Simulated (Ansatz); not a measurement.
# NaF: a single-point run

Aim: a sound single-point run of NaF. The structure is shown as the input types it.

Computed with Ansatz 0.2.0 (density functional or hybrid calculation with the settings of its input, plane waves (as first typed), unless a step's input says otherwise).

5 further runs of the same task are left out: 5 that didn't finish.

## (1) Starting point

It takes space group Fm-3m (No. 225, cubic). The conventional cell has a = 4.594 Å, b = 4.594 Å, c = 4.594 Å, α = 90.00°, β = 90.00°, γ = 90.00°. Na (site symmetry m-3m) has 6 F at 2.30 Å as nearest neighbours. F (site symmetry m-3m) is surrounded by 6 Na at 2.30 Å.

Structure file:

```cif
data_structure
_symmetry_space_group_name_H-M 'Fm-3m'
_symmetry_Int_Tables_number 225
_cell_length_a 4.5945
_cell_length_b 4.5945
_cell_length_c 4.5945
_cell_angle_alpha 90.000
_cell_angle_beta 90.000
_cell_angle_gamma 90.000
_cell_volume 96.99
loop_
_atom_site_label
_atom_site_type_symbol
_atom_site_symmetry_multiplicity
_atom_site_Wyckoff_symbol
_atom_site_fract_x
_atom_site_fract_y
_atom_site_fract_z
_atom_site_occupancy
Na1 Na 4 a 0.00000 0.00000 0.00000 1
F1 F 4 b 0.50000 0.00000 0.00000 1
```

## (2) Input and run

File input.yaml:

```yaml
crystal:
  lattice:
    - [0.0, 2.2972417931, 2.2972417931]
    - [2.2972417931, 0.0, 2.2972417931]
    - [2.2972417931, 2.2972417931, 0.0]
  atoms:
    - { symbol: Na, position: [0.0, 0.0, 0.0] }
    - { symbol: F, position: [0.5, 0.5, 0.5] }
kpoints:
  mp_grid: { grid: [4, 4, 4] }
hamiltonian:
  xc: hse06
scf:
  occupations: { method: fixed }
  n_extra_bands: 4
  exx: { max_outer_iter: 2 }
output:
  forces: true
  stress: true
  eigenvalues: true
```

Run with:

```bash
> ansatz run input.yaml --threads 4 --pin off --max-ram 3686MiB --backend cpu --events-out ev --progress --plain --runs-dir out
```

**Question.** How will this run end, and is anything wrong with its input?

The program finished normally, with warnings (stress exchange threshold loose, stress scf threshold loose). Its log warns: «output.stress: scf.convergence.dr2_threshold = 1e-7 eV (the SCF's general default) is looser than the 2e-10 eV advised for a printed stress (1e-10 eV for each atom of the ...»

In the input, scf.exx.max_outer_iter is 2. The risk: too low a cap on iterations. It still converged here, which does not make the setting sound.

To check: delete scf.exx.max_outer_iter (the default then holds).
